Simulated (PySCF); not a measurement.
# H2Yb (Yb(H)2): the cost of one run

Computed with PySCF 2.14.0. Level: several levels, as the steps say, no spin–orbit coupling.

1 further run of the same task is left out (for a known fault of the program).

### 1 The starting structure

3 atoms, charge 0, spin multiplicity 1.

Bond lengths: Yb1–H2 2.122 Å, Yb1–H3 2.122 Å. Angles: H2–Yb1–H3 124.7°.

Coordinates:

```xyz
3

Yb    0.00000    0.00000   -0.04102
H     1.87976    0.00000    0.94289
H    -1.87976    0.00000    0.94289
```

Formal oxidation states: Yb +2. Each metal's 14 4f electrons lie in its core potential, so multiplicities, spins and levels count the valence alone. An earlier session relaxed this geometry at PBE0, Yb lcecp-0-SVP with ECP60, H def2-SVP (singlet, point group C2v).

At PBE0 on the finer grid: E = -34.093702 Eh, frontier levels not given, since the 4f levels lie in the core, Mulliken charge on Yb1 +0.33 e, largest force component 0.000 eV/Å. 

Levels to run: M06-L; r2SCAN; PBE0, TZVP. Hardware: 2 threads of Intel Xeon Platinum 8375C at 2.90GHz (Ice Lake), shared host.

### 2 M06-L

The input, run.py (the lines that set the calculation):

```python
mol = gto.M(atom='''
Yb     0.00000     0.00000    -0.04102
H      1.87976     0.00000     0.94289
H     -1.87976     0.00000     0.94289''',
    basis={'Yb': 'lcecp-0-SVP', 'H': 'def2-SVP'},
    ecp={'Yb': 'lcecp-0-SVP'},
    charge=0, spin=0)
mf = dft.RKS(mol, xc='M06L')
mf.grids.atom_grid = (75, 302)  # f atoms: unpruned, at least (60, 302)
mf = mf.density_fit()  # fitting sets: Yb AutoAux, H def2-universal-JKFIT
mf.conv_tol = 1e-08; mf.max_cycle = 55
mf.kernel(dm0)  # dm0: the density of the relaxed state
```

On the command line:

```sh
$ OMP_NUM_THREADS=2 python run.py
```

**Question.** How long does this run take on 2 threads of Intel Xeon Platinum 8375C at 2.90GHz (Ice Lake), shared host?

About 2.2 s.
